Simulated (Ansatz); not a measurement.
# C2H3AlO: a ladder of functionals and wavefunction methods

How much do the methods differ for C2H3AlO? The plan is to run it at one geometry with functionals of several rungs and with coupled cluster. The yardstick is the atomisation energy at the CCSD(T) limit.

The runs use Ansatz 0.2.0, Gaussian basis; functionals in def2-TZVPP, the program's frozen cores in correlated methods.

Levels to be run: LDA (SPW92), PBE-D4, revPBE-D4, BLYP-D4, r2SCAN-D4, B97M-V, PBE0-D4, B3LYP-D4, r2SCANh-D4, r2SCAN0-D4, HSE06-D4, BHLYP-D4, CAM-B3LYP-D4, LC-ωPBE, ωB97X-V, ωB97M-V, B2PLYP, PBE-QIDH; CCSD(T)/def2-SVP; CCSD(T)/def2-TZVPP; MP2/def2-QZVPP; extrapolation to the limit; RPA on PBE.

## Step 1: The geometry

The geometry comes from an earlier relaxation with PBE0-D4 in a triple-zeta def2 set; it is a stationary point, not always the lowest conformer.

SMILES `C#[C][AlH][OH]`, 7 atoms, charge 0, spin multiplicity 1.

Atoms are counted from 1 here; the program's logs count them from 0.

Bond lengths: C1–C2 1.211 Å, C1–H5 1.067 Å, C2–Al3 1.906 Å, Al3–O4 1.691 Å, Al3–H6 1.569 Å, O4–H7 0.956 Å. Angles: C2–C1–H5 179.9°, C1–C2–Al3 179.4°, C2–Al3–O4 119.4°, C2–Al3–H6 122.9°, O4–Al3–H6 117.7°, Al3–O4–H7 123.2°.

## Step 2: LDA

This LDA is Slater exchange with PW92 correlation.

in.yaml

```yaml
crystal:
  periodic: [false, false, false]
  atoms:
    - {symbol: C, position_ang: [-1.812274, -1.066091, -0.321116]}
    - {symbol: C, position_ang: [-0.872745, -0.372754, -0.001850]}
    - {symbol: Al, position_ang: [0.596201, 0.726636, 0.515228]}
    - {symbol: O, position_ang: [2.071513, 0.578010, -0.296890]}
    - {symbol: H, position_ang: [-2.641308, -1.676301, -0.601266]}
    - {symbol: H, position_ang: [0.505174, 1.779893, 1.674323]}
    - {symbol: H, position_ang: [2.214639, -0.037495, -1.014128]}
basis:
  gaussian: {orbitals: def2-TZVPP}
hamiltonian: {xc: lda}
output: {orbitals: {seedname: orbitals}}
```

Started as:

```sh
ansatz run in.yaml --threads 2 --pin off --events-out ev --progress --plain --max-ram 4352MiB
```

The runs that follow: PBE-D4 (GGA); revPBE-D4 (GGA); BLYP-D4 (GGA); r2SCAN-D4 (meta-GGA); B97M-V (meta-GGA); PBE0-D4 (hybrid); B3LYP-D4 (hybrid); r2SCANh-D4 (hybrid); r2SCAN0-D4 (hybrid); HSE06-D4 (hybrid); BHLYP-D4 (hybrid); CAM-B3LYP-D4 (range-separated); LC-ωPBE (range-separated); ωB97X-V (range-separated); ωB97M-V (range-separated); B2PLYP (double hybrid); PBE-QIDH (double hybrid); CCSD(T) in def2-SVP; CCSD(T) in def2-TZVPP; MP2 in def2-QZVPP; RPA on PBE orbitals.

Q: Predict the results of all the runs planned. Wanted: atomisation energy, CCSD(T)/CBS; farthest beyond LDA; mean size of error, GGA; mean size of error, meta-GGA; mean size of error, hybrid; mean size of error, range-separated; mean size of error, double hybrid; gap, smallest and largest; T1 diagnostic.

As calculated:

```
                               quantity                                              value
        atomisation energy, CCSD(T)/CBS                                     673.7 kcal/mol
functionals within 3.4 kcal/mol (0.5 %)  BLYP-D4, r2SCAN-D4, B97M-V, CAM-B3LYP-D4, ωB97M-V
                    farthest beyond LDA                          BHLYP-D4 (-29.6 kcal/mol)
                mean size of error, GGA                                       6.9 kcal/mol
           mean size of error, meta-GGA                                       0.8 kcal/mol
             mean size of error, hybrid                                      12.0 kcal/mol
    mean size of error, range-separated                                       3.5 kcal/mol
      mean size of error, double hybrid                                       7.6 kcal/mol
              gap, smallest and largest              4.97 eV (BLYP-D4), 11.97 eV (LC-ωPBE)
                          T1 diagnostic                                             0.0135
triples share of the correlation energy                                              4.2 %
```

The LDA atomisation energy is off by 89.6 kcal/mol (13 %): it overbinds. PBE-D4 is off by +10.1 kcal/mol. Double hybrids carry the basis error of their MP2 part in triple zeta, and no dispersion term here, so their miss is partly the set-up's. Taken by rung, meta-GGA functionals do best (0.8 kcal/mol on average) and hybrid ones worst beyond LDA (12.0 kcal/mol). The mean of the hybrids holds BHLYP, with half exact exchange. Misses under about 3.4 kcal/mol are within the doubt on the reference itself, which lacks core-valence correlation, relativity and higher excitations. Hartree-Fock recovers 72 % of the binding; the rest is correlation. CCSD(T) in def2-SVP is off by -40.0 kcal/mol, more than most functionals: a good method in a small basis is no reference. Orbital gaps span 5.0 to 12.0 eV; exact exchange widens them.
